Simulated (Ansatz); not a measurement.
# ZrHO+ (quintet): the correlation ladder at a displaced geometry (v2), def2-SVP

The task here is to estimate one member of a computed series from the others.

Program: Ansatz 0.2.0, Gaussian basis. Level of theory: def2-SVP, core rule «outside noble gas», up to 5 orbitals frozen. These are calculated values, not measurements.

To be run: UHF; CCSD(T) on ROHF; CCSD(T) on UHF; CISD; CCSDT(Q) on ROHF; CCSDT(Q) on UHF.

23 further runs of the same task are left out: 8 for a known fault of the program, 5 that didn't finish, 10 set aside as unsound or not needed.

### What is computed

The geometry is a PBE0/def2-TZVP stationary point (not a proven minimum) with its atoms shifted at random (size 0.100 Å). No spin-orbit coupling is included. Elements past krypton take def2 core potentials.

3 atoms, charge 1, spin multiplicity 5.

Atoms are counted from 1 here; the program's logs count them from 0.

Bond lengths: Zr1–O2 2.330 Å, O2–H3 0.967 Å. Angles: Zr1–O2–H3 132.5°.

Set-up of the first run:

in.yaml reads:

```yaml
crystal:
  periodic: [false, false, false]
  atoms:
    - {symbol: Zr, position_ang: [0.084376, -0.161986, 1.777452]}
    - {symbol: O, position_ang: [-0.080498, -0.256328, -0.544540]}
    - {symbol: H, position_ang: [-0.003878, 0.418313, -1.232912]}
basis:
  gaussian: {orbitals: def2-SVP}
total_charge: 1
magnetization: {spin_polarized: true, initial_magnetization: 4}
hamiltonian: {xc: hf}
output: {orbitals: {seedname: orbitals}}
```

Run with:

```
> ansatz run in.yaml --threads 1 --pin off --events-out ev --progress --plain --max-ram 2393MiB
```

Steps of the session up to this table: UHF; CCSD(T) on ROHF; CCSD(T) on UHF; CISD; CCSDT(Q) on ROHF; CCSDT(Q) on UHF.

One of the session's tables, all rows but one given; the rest of the session is left out.

```
   method  from RCCSDT(Q) (meV)
     ROHF                     ?
      UHF               +4935.2
     RMP2                +601.1
     UMP2                +503.3
    RCCSD                 +95.1
    UCCSD                  -3.7
 RCCSD(T)                 +24.4
 UCCSD(T)                 -72.5
   RCCSDT                  +7.3
   UCCSDT                 -85.0
RCCSDT(Q)                     0
UCCSDT(Q)                 -92.0
```

Q: Estimate the row for ROHF from the others.

As computed: from RCCSDT(Q) (meV): +5148.6. In the column «from RCCSDT(Q) (meV)» it is the highest.

Not comparable, so not listed: CISD (they don't share determinant, frozen orbitals or solution with the rows shown, or repeat one).

To keep in mind: Restricted and unrestricted rows rest on different reference determinants; where their highest levels disagree by more than a few hundredths of an eV, they describe different states and don't form one ladder.
